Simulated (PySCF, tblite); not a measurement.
# C21H13O+: electronic excitations, NMR shifts

What do calculations give for the electronic excitations, NMR shifts of C21H13O+ (`c1cc2ccc3cc4c(ccc5ccccccc54)c3c2[o+]1`)?

Computed with tblite 0.8.0 and PySCF 2.14.0 and routines of our own; the level stands in each step. Atoms count from 0.

### 1 The system as given

35 atoms, charge 1, multiplicity 1; geometry from: force field, distance geometry or constructed start.

### 2 Relaxing the molecule with GFN2-xTB

The job: settings as JSON, then the geometry in Å.

```
{"job": {"kind": "relax", "xc": "GFN2-xTB", "basis": "xTB"}, "charge": 1, "multiplicity": 1}
C      4.579600    -0.673300    -0.285600
C      3.901700    -1.479700    -1.124400
C      3.091800    -1.057400    -2.228400
C      2.016100    -0.242800    -2.177600
C      1.435300     0.326700    -0.943900
C      2.138300     1.188400    -0.076600
C      3.542000     1.598500    -0.280800
C      4.601800     0.775200    -0.346200
C      1.499400     1.739000     1.062000
C      0.163500     1.449500     1.368900
C     -0.508800     0.603400     0.510800
C      0.101200     0.044700    -0.633800
C     -0.876100    -0.814700    -1.333400
C     -2.027100    -0.788400    -0.659800
C     -3.285700    -1.469200    -0.945300
C     -4.339200    -1.307200    -0.106800
C     -4.166600    -0.440500     1.045200
C     -5.031900    -0.115600     2.009800
C     -4.221100     0.795600     2.871900
O     -2.990400     1.003600     2.482300
C     -2.911600     0.234300     1.313700
C     -1.858600     0.087300     0.511300
H      5.229100    -1.110100     0.473700
H      4.030000    -2.562300    -1.018800
H      3.379400    -1.462600    -3.193800
H      1.481500    -0.014400    -3.089800
H      3.713600     2.672800    -0.315700
H      5.592200     1.209500    -0.426600
H      2.053800     2.403900     1.723800
H     -0.301900     1.878700     2.250800
H     -0.645100    -1.363700    -2.241700
H     -3.349500    -2.108300    -1.826000
H     -5.286800    -1.804500    -0.299600
H     -6.051500    -0.397900     2.179600
H     -4.705500     1.221100     3.758400
```

Command:

```bash
OMP_NUM_THREADS=1 python large_run.py task.json out
```

This one command runs all jobs of the session in turn.

Standard output:

```text
step      E/eV     max force
  0   -1500.37146    4.750
  1   -1500.92305    1.515
  2   -1501.04410    1.451
  3   -1501.11136    0.645
  4   -1501.15563    0.670
  5   -1501.17476    0.653
  6   -1501.19298    0.319
  7   -1501.20006    0.273
  8   -1501.20434    0.109
  9   -1501.20638    0.092
 10   -1501.20799    0.074
 11   -1501.20935    0.100
 12   -1501.21056    0.084
 13   -1501.21154    0.062
 14   -1501.21233    0.058
 15   -1501.21306    0.070
 16   -1501.21388    0.072
 17   -1501.21484    0.083
 18   -1501.21585    0.098
 19   -1501.21687    0.077
 20   -1501.21792    0.057
 21   -1501.21909    0.070
 22   -1501.22040    0.111
 23   -1501.22183    0.111
 24   -1501.22327    0.103
 25   -1501.22459    0.092
 26   -1501.22575    0.074
 27   -1501.22678    0.071
 28   -1501.22775    0.061
 29   -1501.22867    0.051
 30   -1501.22950    0.053
 31   -1501.23017    0.045
 32   -1501.23073    0.038
 33   -1501.23122    0.041
 34   -1501.23164    0.044
 35   -1501.23201    0.039
 36   -1501.23239    0.046
 37   -1501.23282    0.044
 38   -1501.23326    0.043
 39   -1501.23361    0.041
 40   -1501.23389    0.035
 41   -1501.23417    0.031
 42   -1501.23449    0.037
 43   -1501.23480    0.034
 44   -1501.23502    0.025
 45   -1501.23519    0.029
 46   -1501.23538    0.030
 47   -1501.23563    0.038
 48   -1501.23589    0.041
 49   -1501.23611    0.026
 50   -1501.23627    0.022
 51   -1501.23640    0.021
 52   -1501.23653    0.024
 53   -1501.23665    0.020
```

It took 1.8 s on 1 thread of Intel Xeon Platinum 8488C, shared host; peak memory 0.18 GiB.

The steps of the relaxation:

| step | energy from step 0 (eV) | largest force (eV/Å) |
| --- | --- | --- |
| 0 | 0.0000 | 4.7496 |
| 1 | -0.5516 | 1.5150 |
| 2 | -0.6726 | 1.4512 |
| 3 | -0.7399 | 0.6449 |
| 4 | -0.7842 | 0.6701 |
| 5 | -0.8033 | 0.6529 |
| 6 | -0.8215 | 0.3186 |
| 7 | -0.8286 | 0.2730 |
| 8 | -0.8329 | 0.1089 |
| 11 | -0.8379 | 0.1006 |
| 15 | -0.8416 | 0.0702 |
| 19 | -0.8454 | 0.0765 |
| 22 | -0.8489 | 0.1112 |
| 26 | -0.8543 | 0.0744 |
| 30 | -0.8580 | 0.0524 |
| 34 | -0.8602 | 0.0444 |
| 37 | -0.8614 | 0.0441 |
| 41 | -0.8627 | 0.0313 |
| 45 | -0.8637 | 0.0293 |
| 49 | -0.8646 | 0.0262 |
| 50 | -0.8648 | 0.0210 |
| 51 | -0.8649 | 0.0217 |
| 52 | -0.8651 | 0.0241 |
| 53 | -0.8652 | 0.0194 |

Close pairs (by a distance rule), those that changed most:

```csv
bond,before (Å),after (Å),change (Å)
C17–C18,1.494,1.366,-0.127
C16–C17,1.336,1.414,+0.078
C12–C13,1.334,1.396,+0.062
C11–C12,1.478,1.424,-0.054
O19–C20,1.401,1.352,-0.050
C15–C16,1.452,1.408,-0.044
C13–C14,1.459,1.417,-0.043
C20–C21,1.332,1.371,+0.039
```

The end geometry stands in the next job.

### 3 Electronic excitations: TDA CAM-B3LYP/6-31G*

The job: settings as JSON, then the geometry in Å.

```
{"job": {"kind": "uv", "basis": "6-31G*", "grid": 1, "kgrid": 0, "vcut": 1.5, "nstates": 6, "ntriplets": 2, "tda": true, "delta": [], "pop": true, "xc": "CAM-B3LYP"}, "charge": 1, "multiplicity": 1}
C      4.706811    -0.660418    -0.338504
C      4.053223    -1.473884    -1.180472
C      3.132449    -1.074563    -2.217690
C      2.032694    -0.307658    -2.116560
C      1.452873     0.271792    -0.923532
C      2.150184     1.129921    -0.021520
C      3.538200     1.552165    -0.230262
C      4.629022     0.784728    -0.319526
C      1.473087     1.721019     1.030169
C      0.125905     1.448835     1.317457
C     -0.554329     0.618332     0.470052
C      0.089975     0.059798    -0.675363
C     -0.854891    -0.754972    -1.361594
C     -2.066707    -0.741340    -0.669616
C     -3.282438    -1.416361    -0.939868
C     -4.347061    -1.273700    -0.091940
C     -4.217143    -0.444944     1.038692
C     -5.081503    -0.079715     2.096494
C     -4.364230     0.767753     2.893028
O     -3.119041     0.974672     2.440957
C     -2.994943     0.247853     1.308021
C     -1.915515     0.113915     0.474113
H      5.466620    -1.081993     0.308024
H      4.313310    -2.525108    -1.193125
H      3.314210    -1.553271    -3.173316
H      1.402647    -0.227681    -2.994231
H      3.681180     2.622704    -0.147770
H      5.596531     1.273722    -0.309133
H      2.009380     2.414332     1.661271
H     -0.348327     1.896615     2.176640
H     -0.665715    -1.314622    -2.259948
H     -3.352481    -2.043927    -1.814813
H     -5.279027    -1.784568    -0.271909
H     -6.092158    -0.399046     2.246833
H     -4.639648     1.279146     3.796479
```

Level: TDA CAM-B3LYP/6-31G*, vertical, gas phase, core orbitals frozen in the response, virtual orbitals cut by energy.

Standard output:

```text
start: PBE on a coarse grid of 30146 points
cycle   1  E = -881.9552353514  dE =  4.150e+00  |g| = 7.739e-01  |ddm| = 7.471e+00
cycle   2  E = -881.0651792173  dE =  8.901e-01  |g| = 1.623e+00  |ddm| = 2.831e+00
cycle   3  E = -881.8000883619  dE = -7.349e-01  |g| = 9.027e-01  |ddm| = 2.800e+00
cycle   4  E = -882.0994291366  dE = -2.993e-01  |g| = 2.560e-01  |ddm| = 1.339e+00
cycle   5  E = -882.1108657868  dE = -1.144e-02  |g| = 1.758e-01  |ddm| = 4.814e-01
cycle   6  E = -882.1143486361  dE = -3.483e-03  |g| = 1.393e-01  |ddm| = 3.469e-01
cycle   7  E = -882.1187741374  dE = -4.426e-03  |g| = 6.994e-02  |ddm| = 2.672e-01
cycle   8  E = -882.1208947532  dE = -2.121e-03  |g| = 2.937e-02  |ddm| = 1.485e-01
cycle   9  E = -882.1211550723  dE = -2.603e-04  |g| = 6.744e-03  |ddm| = 3.721e-02
final grid: 133318 points
cycle  10  E = -882.4532630794  dE = -1.774e-02  |g| = 8.077e-02  |ddm| = 6.108e-01
cycle  11  E = -882.4539839775  dE = -7.209e-04  |g| = 8.843e-02  |ddm| = 2.124e-01
cycle  12  E = -882.4557775419  dE = -1.794e-03  |g| = 2.047e-02  |ddm| = 9.974e-02
cycle  13  E = -882.4559784547  dE = -2.009e-04  |g| = 1.012e-02  |ddm| = 4.362e-02
cycle  14  E = -882.4560469305  dE = -6.848e-05  |g| = 3.959e-03  |ddm| = 2.502e-02
cycle  15  E = -882.4560630282  dE = -1.610e-05  |g| = 1.785e-03  |ddm| = 1.231e-02
cycle  16  E = -882.4560687331  dE = -5.705e-06  |g| = 1.165e-03  |ddm| = 9.203e-03
cycle  17  E = -882.4560714574  dE = -2.724e-06  |g| = 4.110e-04  |ddm| = 4.427e-03
cycle  18  E = -882.4560710554  dE =  4.020e-07  |g| = 2.959e-04  |ddm| = 2.643e-03
cycle  19  E = -882.4560725017  dE = -1.446e-06  |g| = 1.377e-04  |ddm| = 1.424e-03
cycle  20  E = -882.4560728455  dE = -3.438e-07  |g| = 7.103e-05  |ddm| = 1.097e-03
converged SCF energy = -882.4560728455

Static polarisability (au): isotropic 281.688, principal 95.280 228.695 521.087

Singlet excitations
state   eV       nm        f      main configurations
  1   1.3363    927.8   0.00134   H-1->L 0.56, H->L 0.36
  2   1.9889    623.4   0.34611   H->L 0.59, H-1->L 0.33
  3   3.0511    406.4   0.21763   H-2->L 0.87
  4   3.4926    355.0   0.10173   H-3->L 0.87
  5   3.6178    342.7   0.04676   H-4->L 0.90
  6   3.8467    322.3   0.04466   H->L+1 0.85

Triplet excitations (Tamm-Dancoff, eV): 0.8591 1.1458
```

Run time: 2 min. Hardware: 1 thread of Intel Xeon Platinum 8488C, shared host; peak memory 0.67 GiB.

Frontier orbitals and where they lie:

```
orbital      eV                         atoms
 HOMO−4  -12.52     C14 14 %, C5 9 %, C17 9 %
 HOMO−3  -12.05     C7 16 %, C3 14 %, C6 11 %
 HOMO−2  -11.67    C9 14 %, C20 11 %, C1 10 %
 HOMO−1  -10.74  C11 14 %, C13 14 %, C15 14 %
   HOMO  -10.24     C1 15 %, C6 15 %, C0 12 %
   LUMO   -6.57   C12 29 %, C21 10 %, C4 10 %
 LUMO+1   -3.64     C9 14 %, C4 12 %, C5 10 %
 LUMO+2   -2.61    C18 15 %, C8 13 %, C13 8 %
 LUMO+3   -2.46  C14 18 %, C15 13 %, C20 11 %
```

With each of the 6 states as a Gaussian band of 0.4 eV half-width at 1/e, the curve within the window shown has maxima at 623 nm (ε 14,000), 390 nm (ε 11,000) L/(mol cm). Beyond the last state computed it falls off for lack of states. The curve at chosen wavelengths:

| nm | ε (L/mol/cm) |
| --- | --- |
| 299 | 1649 |
| 347 | 8563 |
| 395 | 10816 |
| 443 | 6385 |
| 491 | 3900 |
| 539 | 7906 |
| 587 | 12781 |
| 635 | 13908 |
| 683 | 11622 |
| 731 | 8225 |
| 779 | 5261 |
| 827 | 3177 |
| 875 | 1866 |
| 924 | 1078 |
| 972 | 636 |
| 1020 | 383 |
| 1068 | 238 |
| 1116 | 153 |
| 1164 | 102 |
| 1212 | 70 |
| 1260 | 50 |
| 1308 | 37 |
| 1356 | 28 |
| 1404 | 22 |
| 1452 | 17 |
| 1500 | 14 |

Ground-state properties from the same run:

| property | computed |
| --- | --- |
| polarisability (Å³) | 41.74 |
| HOMO–LUMO gap (eV) | 3.67 |
| −ε(HOMO) (eV) | 10.24 |

### 4 NMR shifts: GIAO KT3/pcSseg-1

Settings changed since step 3:

```diff
@@ -1,2 +1,2 @@
-{"job": {"kind": "uv", "basis": "6-31G*", "grid": 1, "kgrid": 0, "vcut": 1.5, "nstates": 6, "ntriplets": 2, "tda": true, "delta": [], "pop": true, "xc": "CAM-B3LYP"}, "charge": 1, "multiplicity": 1}
+{"job": {"kind": "nmr", "xc": "KT3", "basis": "pcSseg-1", "pop": false}, "charge": 1, "multiplicity": 1}
 C      4.706811    -0.660418    -0.338504
```

Method: GIAO KT3/pcSseg-1 NMR shielding, non-relativistic, gas phase.

Standard output:

```text
start: PBE on a coarse grid of 30146 points
cycle   1  E = -881.4346802816  dE =  4.134e+00  |g| = 7.673e-01  |ddm| = 7.067e+00
cycle   2  E = -880.5599092976  dE =  8.748e-01  |g| = 1.627e+00  |ddm| = 2.705e+00
cycle   3  E = -881.2888213808  dE = -7.289e-01  |g| = 8.842e-01  |ddm| = 2.638e+00
cycle   4  E = -881.5688548568  dE = -2.800e-01  |g| = 2.528e-01  |ddm| = 1.279e+00
cycle   5  E = -881.5797932362  dE = -1.094e-02  |g| = 1.707e-01  |ddm| = 4.353e-01
cycle   6  E = -881.5833811095  dE = -3.588e-03  |g| = 1.325e-01  |ddm| = 3.096e-01
cycle   7  E = -881.5872566686  dE = -3.876e-03  |g| = 6.529e-02  |ddm| = 2.294e-01
cycle   8  E = -881.5890356154  dE = -1.779e-03  |g| = 2.874e-02  |ddm| = 1.276e-01
cycle   9  E = -881.5892817957  dE = -2.462e-04  |g| = 6.369e-03  |ddm| = 3.463e-02
final grid: 283241 points
cycle  10  E = -897.3242339945  dE = -4.787e-02  |g| = 1.364e-01  |ddm| = 1.363e+00
cycle  11  E = -897.3023622239  dE =  2.187e-02  |g| = 3.404e-01  |ddm| = 5.013e-01
cycle  12  E = -897.3263334987  dE = -2.397e-02  |g| = 5.934e-02  |ddm| = 4.288e-01
cycle  13  E = -897.3273566459  dE = -1.023e-03  |g| = 3.033e-02  |ddm| = 1.244e-01
cycle  14  E = -897.3275782968  dE = -2.217e-04  |g| = 1.951e-02  |ddm| = 7.659e-02
cycle  15  E = -897.3277241179  dE = -1.458e-04  |g| = 6.817e-03  |ddm| = 3.711e-02
cycle  16  E = -897.3277388250  dE = -1.471e-05  |g| = 2.349e-03  |ddm| = 1.020e-02
cycle  17  E = -897.3277413336  dE = -2.509e-06  |g| = 9.909e-04  |ddm| = 3.998e-03
cycle  18  E = -897.3277409829  dE =  3.507e-07  |g| = 3.215e-04  |ddm| = 1.744e-03
cycle  19  E = -897.3277433291  dE = -2.346e-06  |g| = 1.251e-04  |ddm| = 5.829e-04
cycle  20  E = -897.3277401938  dE =  3.135e-06  |g| = 3.030e-05  |ddm| = 2.351e-04
converged SCF energy = -897.3277401938

GIAO shielding tensors (ppm)
atom      isotropic    diamagn.    paramagn.     s11        s22        s33       span
  0 C       53.065     254.308    -201.243    -37.410     48.273    148.333    185.743
  1 C       56.414     255.662    -199.248    -36.652     59.570    146.324    182.975
  2 C       44.718     253.931    -209.213    -54.072     40.148    148.078    202.150
  3 C       59.999     258.518    -198.519    -31.274     68.086    143.186    174.460
  4 C       30.374     254.738    -224.364    -43.449    -12.344    146.916    190.365
  5 C       41.759     258.535    -216.776    -35.519     14.543    146.252    181.770
  6 C       52.594     253.573    -200.979    -35.409     52.034    141.157    176.567
  7 C       52.616     252.823    -200.207    -46.773     57.510    147.111    193.883
  8 C       49.725     254.897    -205.172    -31.657     32.731    148.102    179.760
  9 C       56.575     252.665    -196.091    -22.343     32.146    159.921    182.264
 10 C       49.883     254.677    -204.794    -22.187     44.549    127.287    149.474
 11 C       46.124     257.217    -211.093     -6.493     19.842    125.022    131.515
 12 C       26.133     252.658    -226.526    -46.472     -6.620    131.490    177.962
 13 C       49.524     259.037    -209.513     -2.708     20.149    131.131    133.839
 14 C       56.566     243.715    -187.149    -30.508     37.551    162.656    193.163
 15 C       65.320     247.800    -182.481    -15.896     53.417    158.438    174.333
 16 C       40.683     268.036    -227.354    -18.847     -4.195    145.089    163.936
 17 C       73.233     242.405    -169.172      3.417     62.752    153.531    150.114
 18 C       27.097     243.630    -216.533    -51.197     36.412     96.074    147.271
 19 O       71.157     403.462    -332.305    -54.675     16.789    251.356    306.031
 20 C       36.877     251.778    -214.901     -9.641     27.391     92.881    102.522
 21 C       54.168     247.002    -192.834     16.104     21.510    124.891    108.786
 22 H       25.230      27.281      -2.051     22.929     26.114     26.648      3.719
 23 H       25.246      28.517      -3.271     23.002     25.938     26.798      3.797
 24 H       24.919      28.390      -3.471     22.809     24.732     27.216      4.407
 25 H       25.019      33.876      -8.857     23.028     24.249     27.782      4.754
 26 H       25.373      28.286      -2.912     23.499     24.862     27.760      4.261
 27 H       25.067      24.182       0.885     22.964     25.279     26.959      3.996
 28 H       25.980      34.231      -8.251     23.240     25.728     28.974      5.734
 29 H       25.480      35.679     -10.199     24.045     24.528     27.866      3.821
 30 H       24.900      37.961     -13.062     20.021     26.294     28.384      8.362
 31 H       25.384      31.669      -6.285     24.294     24.777     27.081      2.787
 32 H       25.229      29.641      -4.412     23.407     25.485     26.795      3.388
 33 H       25.206      30.063      -4.857     23.965     25.436     26.216      2.252
 34 H       24.007      26.533      -2.526     22.230     24.682     25.109      2.879
```

It took 66 s on 1 thread of Intel Xeon Platinum 8488C, shared host; peak memory 0.66 GiB.

Shifts follow as δ = σ(reference) − σ, with reference shieldings (ppm) from runs at the same level and on the same kind of geometry: ¹H TMS 31.76, ¹³C TMS 184.7, ¹⁷O H2O 330.8. The references are single molecules in the gas phase, so shifts against H2O, NH3, PH3, H3PO4 or CFCl3 are not on the usual liquid scales and can be off by tens of ppm.

```csv
atoms,environment,σ (ppm),δ (ppm)
C12,aromatic CH,26.1,158.6
C18,aromatic CH next to the ring oxygen,27.1,157.6
C4,ring-fusion aromatic carbon,30.4,154.3
C20,ring-fusion aromatic carbon,36.9,147.8
C16,ring-fusion aromatic carbon,40.7,144.0
C5,ring-fusion aromatic carbon,41.8,142.9
C2,aromatic CH,44.7,140.0
C11,ring-fusion aromatic carbon,46.1,138.6
C13,ring-fusion aromatic carbon,49.5,135.2
C8,aromatic CH,49.7,135.0
C10,ring-fusion aromatic carbon,49.9,134.8
C6,aromatic CH,52.6,132.1
C7,aromatic CH,52.6,132.1
C0,aromatic CH,53.1,131.6
C21,ring-fusion aromatic carbon,54.2,130.5
C1,aromatic CH,56.4,128.3
C14,aromatic CH,56.6,128.1
C9,aromatic CH,56.6,128.1
C3,aromatic CH,60.0,124.7
C15,aromatic CH,65.3,119.4
C17,aromatic CH,73.2,111.5
H34,hydrogen on an aromatic CH next to the ring oxygen,24.01,7.75
H30,hydrogen on an aromatic CH,24.90,6.86
H24,hydrogen on an aromatic CH,24.92,6.84
H25,hydrogen on an aromatic CH,25.02,6.74
H27,hydrogen on an aromatic CH,25.07,6.69
H33,hydrogen on an aromatic CH,25.21,6.55
H32,hydrogen on an aromatic CH,25.23,6.53
H22,hydrogen on an aromatic CH,25.23,6.53
H23,hydrogen on an aromatic CH,25.25,6.51
H26,hydrogen on an aromatic CH,25.37,6.38
H31,hydrogen on an aromatic CH,25.38,6.37
H29,hydrogen on an aromatic CH,25.48,6.28
H28,hydrogen on an aromatic CH,25.98,5.78
O19,aromatic ring oxygen,71.2,259.6
```

Ring of atoms C0, C1, C2, C3, C4, C5, C6, C7: NICS(0) 1.0, NICS(1) -2.4, NICS(1)zz 0.4 ppm (means of both faces). The environment labels follow the drawn formula, which counts this ring as aromatic; its NICS shows no such ring current.

Ring of atoms C4, C5, C8, C9, C10, C11: NICS(0) 11.6, NICS(1) 6.0, NICS(1)zz 24.7 ppm (means of both faces). The environment labels follow the drawn formula, which counts this ring as aromatic; its NICS shows no such ring current.

Ring of atoms C10, C11, C12, C13, C21: NICS(0) 21.2, NICS(1) 13.6, NICS(1)zz 49.7 ppm (means of both faces). The environment labels follow the drawn formula, which counts this ring as aromatic; its NICS shows no such ring current.

### 5 Results

```
                                quantity                                                                                                          value
       lowest singlet (CAM-B3LYP/6-31G*)                                                                                    1.34 eV (928 nm), f = 0.001
brightest single state of those computed                                                                                    state 2, 1.99 eV, f = 0.346
                          lowest triplet                                                                                                        0.86 eV
   ¹³C shifts against TMS (KT3/pcSseg-1)  158.6, 157.6, 154.3, 147.8, 144.0, 142.9, 140.0, 138.6, 135.2, 135.0, 134.8, 132.1, 132.1, 131.6 ppm and more
    ¹H shifts against TMS (KT3/pcSseg-1)                               7.75, 6.86, 6.84, 6.74, 6.69, 6.55, 6.53, 6.53, 6.51, 6.38, 6.37, 6.28, 5.78 ppm
   ¹⁷O shifts against H2O (KT3/pcSseg-1)                                                                                                      259.6 ppm
```

In words: The lowest singlet, at 1.34 eV, is HOMO−1→LUMO 0.56, HOMO→LUMO 0.36 and is weak; of the 6 states computed, the strongest absorption comes from state 2 at 1.99 eV. State 2 absorbs in the visible (623 nm). The lowest triplet lies 0.48 eV below the lowest singlet. At KT3/pcSseg-1: The largest span, 306 ppm, is at O19, where the paramagnetic term is -332 ppm. NICS(1)zz of 25 ppm above the planar ring from C4 marks a paratropic (antiaromatic) ring current. NICS(1)zz of 50 ppm above the planar ring from C10 marks a paratropic (antiaromatic) ring current.
